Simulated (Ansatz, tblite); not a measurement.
**C9H14O3S2: rung by rung**

An exercise on one series of results from a longer session: the logs are not shown, and one member is left open.

Method: as each input shows; program: Ansatz 0.2.0, Gaussian basis.

Levels to be run: GFN1-xTB, GFN2-xTB, PBE-D4/def2-TZVP, r2SCAN-D4/def2-TZVP, PBE-D4/def2-SVP, PBE0-D4/def2-SVP, HF/STO-3G, HF/6-31G, B3LYP-D4/6-31G, MP2/def2-SVP.

4 further runs of the same task are left out: 4 that didn't finish. Runs told in other sessions of the task aren't counted.

**The relaxed structure**

The singlet was relaxed beforehand with PBE0-D4/def2-SVP.

28 atoms, charge 0, spin multiplicity 1.

Bond lengths: C1–S2 1.785 Å, C1–H6 1.097 Å, C1–H7 1.097 Å, C1–H8 1.097 Å, S2–O3 1.491 Å, S2–O4 1.466 Å, S2–O5 1.507 Å, C9–S10 1.817 Å, C9–H18 1.098 Å, C9–H19 1.099 Å, C9–H20 1.098 Å, S10–C11 1.798 Å, S10–C12 1.778 Å, C11–H21 1.098 Å, C11–H22 1.113 Å, C11–H23 1.098 Å, C12–C13 1.392 Å, C12–C17 1.391 Å and more. Angles: S2–C1–H6 108.7°, S2–C1–H7 108.2°, S2–C1–H8 108.0°, H6–C1–H7 110.7°, H6–C1–H8 110.7°, H7–C1–H8 110.5°, C1–S2–O3 105.6°, C1–S2–O4 106.6°, C1–S2–O5 104.1°, O3–S2–O4 114.9°, O3–S2–O5 110.6°, O4–S2–O5 114.0°, S10–C9–H18 107.3°, S10–C9–H19 107.7°, S10–C9–H20 111.3°, H18–C9–H19 109.5°, H18–C9–H20 110.1°, H19–C9–H20 110.8° and more.

PBE0-D4/def2-TZVP was run before; its log isn't repeated, and its numbers join the tables.

Set-up of the first run:

Tight binding, by tblite at 300 K electronic temperature and without a spin-polarisation term:

```python
tblite.interface.Calculator('GFN1-xTB', numbers, positions, charge=0, uhf=0).singlepoint()
```

Tight binding, by tblite at 300 K electronic temperature and without a spin-polarisation term:

```python
tblite.interface.Calculator('GFN2-xTB', numbers, positions, charge=0, uhf=0).singlepoint()
```

start.molden holds the orbitals of an earlier run on this state, given as this run's starting guess.

File in.yaml:

```yaml
crystal:
  periodic: [false, false, false]
  atoms:
    - {symbol: C, position_ang: [-1.474181, 0.098836, -3.641847]}
    - {symbol: S, position_ang: [-0.766806, 0.313509, -2.016872]}
    - {symbol: O, position_ang: [0.704923, 0.158530, -2.197016]}
    - {symbol: O, position_ang: [-1.194251, 1.633759, -1.543699]}
    - {symbol: O, position_ang: [-1.327469, -0.834368, -1.218329]}
    - {symbol: H, position_ang: [-1.185037, -0.888080, -4.024207]}
    - {symbol: H, position_ang: [-2.565284, 0.175176, -3.553082]}
    - {symbol: H, position_ang: [-1.084143, 0.894958, -4.288790]}
    - {symbol: C, position_ang: [0.653345, -2.256781, 2.326378]}
    - {symbol: S, position_ang: [-0.166846, -1.657714, 0.819837]}
    - {symbol: C, position_ang: [1.051412, -2.155010, -0.404936]}
    - {symbol: C, position_ang: [0.033357, 0.092628, 1.060232]}
    - {symbol: C, position_ang: [-1.110803, 0.779264, 1.456761]}
    - {symbol: C, position_ang: [-1.029106, 2.151412, 1.660156]}
    - {symbol: C, position_ang: [0.172959, 2.818843, 1.439515]}
    - {symbol: C, position_ang: [1.300642, 2.118552, 1.017543]}
    - {symbol: C, position_ang: [1.239728, 0.742639, 0.821928]}
    - {symbol: H, position_ang: [0.031158, -1.954049, 3.179119]}
    - {symbol: H, position_ang: [0.693207, -3.354057, 2.271848]}
    - {symbol: H, position_ang: [1.662355, -1.834733, 2.426912]}
    - {symbol: H, position_ang: [0.684572, -3.102250, -0.820765]}
    - {symbol: H, position_ang: [1.055125, -1.369988, -1.193559]}
    - {symbol: H, position_ang: [2.031587, -2.284534, 0.071908]}
    - {symbol: H, position_ang: [-2.061318, 0.252315, 1.556493]}
    - {symbol: H, position_ang: [-1.921507, 2.706882, 1.954728]}
    - {symbol: H, position_ang: [0.225549, 3.901588, 1.572959]}
    - {symbol: H, position_ang: [2.233036, 2.648311, 0.812626]}
    - {symbol: H, position_ang: [2.113795, 0.204372, 0.454149]}
basis:
  gaussian: {orbitals: def2-TZVP, initial_orbitals: start.molden}
hamiltonian: {xc: pbe, dispersion: d4}
scf: {omitted_lower_state_checks: [starts]}
output: {forces: true, orbitals: {seedname: orbitals}}
```

On the command line:

```
> ansatz run in.yaml --threads 4 --pin off --events-out ev --progress --plain --max-ram 6963MiB
```

Steps of the session up to this table: PBE-D4/def2-TZVP; r2SCAN-D4/def2-TZVP; PBE-D4/def2-SVP; PBE0-D4/def2-SVP; HF/STO-3G; HF/6-31G; B3LYP-D4/6-31G; MP2/def2-SVP.

One of the session's tables, all rows but one given; the rest of the session is left out.

It belongs to the step «Binding energy». 

| level | binding an atom (eV) |
| --- | --- |
| HF/STO-3G | 3.015 |
| HF/6-31G | 2.470 |
| HF/def2-SVP | 2.998 |
| PBE-D4/def2-SVP | 4.446 |
| PBE-D4/def2-TZVP | 4.465 |
| r2SCAN-D4/def2-TZVP | 4.344 |
| B3LYP-D4/6-31G | 3.866 |
| PBE0-D4/def2-SVP | ? |
| PBE0-D4/def2-TZVP | 4.354 |
| MP2/def2-SVP | 4.114 |

**Question.** Estimate the row for PBE0-D4/def2-SVP.

As computed: binding an atom (eV): 4.333. In the column «binding an atom (eV)» it lies between MP2/def2-SVP (4.114) and r2SCAN-D4/def2-TZVP (4.344).

Limits of these values: Free atoms were run apart at each level; binding is atoms less cluster, divided by the number of atoms, without zero-point or spin-orbit terms.
